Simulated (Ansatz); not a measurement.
# ZrC: stress in a strained cell

Aim: deform ZrC (equal xy, yz and zx engineering shear strains of +2 %) and compute stress, forces and field gradients with LAPW, PAW and all-electron datasets made for the crystal.

Method: DFT PBEsol, scalar-relativistic, in Ansatz 0.2.0.

### Step 1. Starting point

Symmetry: Fm-3m, No. 225, cubic system. The conventional cell has a = 4.700 Å, b = 4.700 Å, c = 4.700 Å, α = 90.00°, β = 90.00°, γ = 90.00°. Zr (site symmetry m-3m) has 6 C at 2.35 Å as nearest neighbours. Around C (site symmetry m-3m) lie 6 Zr at 2.35 Å.

Structure file:

```xyz
2
Lattice="0.0000 2.3502 2.3502 2.3502 0.0000 2.3502 2.3502 2.3502 0.0000" Properties=species:S:1:pos:R:3 pbc="T T T"
Zr    2.3502    2.3502    2.3502
C     0.0000    0.0000    0.0000
```

Atoms are numbered in the order of the input: Zr1, C2.

### Step 2. The deformed structure

Space group Fm-3m before, R-3m after.

### Step 3. LAPW, all electrons

Contents of input.yaml:

```yaml
crystal:
  lattice:
    - [0.0470042, 2.3737121, 2.3737121]
    - [2.3737121, 0.0470042, 2.3737121]
    - [2.3737121, 2.3737121, 0.0470042]
  atoms:
    - { symbol: Zr, position: [0.5, 0.5, 0.5] }
    - { symbol: C, position: [0.0, 0.0, 0.0] }
kpoints:
  mp_grid: { grid: [15, 15, 15] }
  band_path:
    path:
      - [0.0, 0.0, 0.0]
      - [0.5, 0.5, 0.5]
      - [0.2451701269, 0.5, 0.7548298731]
      - [-0.2451701269, 0.2451701269, 0.5]
      - [0.0, 0.0, 0.5]
      - [0.0, 0.0, 0.0]
      - [-0.3725850634, 0.0, 0.3725850634]
      - [0.0, 0.3725850634, 0.6274149366]
      - [0.0, 0.5, 0.5]
    npoints: 5
scf:
  occupations: { method: fermi_dirac, width: 0.05 }
hamiltonian:
  xc: pbesol
  pseudopotentials: { kind: all_electron, lapw: { basis_error: 0.0005 } }
output:
  forces: true
  stress: true
  eigenvalues: true
```

Run with:

```console
ansatz run input.yaml --threads 1 --pin off --max-ram 3072MiB --backend cpu --events-out ev --progress --plain --runs-dir out
```

### Step 4. Frozen-core PAW

Contents of input.yaml:

```yaml
crystal:
  lattice:
    - [0.0470042, 2.3737121, 2.3737121]
    - [2.3737121, 0.0470042, 2.3737121]
    - [2.3737121, 2.3737121, 0.0470042]
  atoms:
    - { symbol: Zr, position: [0.5, 0.5, 0.5] }
    - { symbol: C, position: [0.0, 0.0, 0.0] }
kpoints:
  mp_grid: { grid: [15, 15, 15] }
scf:
  occupations: { method: fermi_dirac, width: 0.05 }
hamiltonian:
  xc: pbesol
  pseudopotentials: { kind: paw }
output:
  forces: true
  stress: true
  eigenvalues: true
  efg: { contact_densities: true }
```

### Step 5. All-electron PAW on datasets made for the crystal

input.yaml, as its differences from that of step 4:

```diff
@@ -14,3 +14,3 @@
   xc: pbesol
-  pseudopotentials: { kind: paw }
+  pseudopotentials: { kind: all_electron, datasets: crystal }
 output:
```

(Steps that only read results are left out.)

What does the calculation give? Wanted: pressure; largest shear or deviatoric stress.

The runs gave:

| quantity | value |
| --- | --- |
| pressure | LAPW -4.46, PAW -4.51, crystal datasets -4.46 GPa |
| largest shear or deviatoric stress (LAPW) | 3.15 GPa |

The largest part of the stress beyond the pressure is 3.15 GPa in size; the atoms are carried along and not relaxed. No run of the undeformed cell stands beside it, so the pressure holds what the given cell had before the change. PAW: stress within 0.06 GPa of LAPW. Crystal datasets: stress within 0.01 GPa of LAPW.
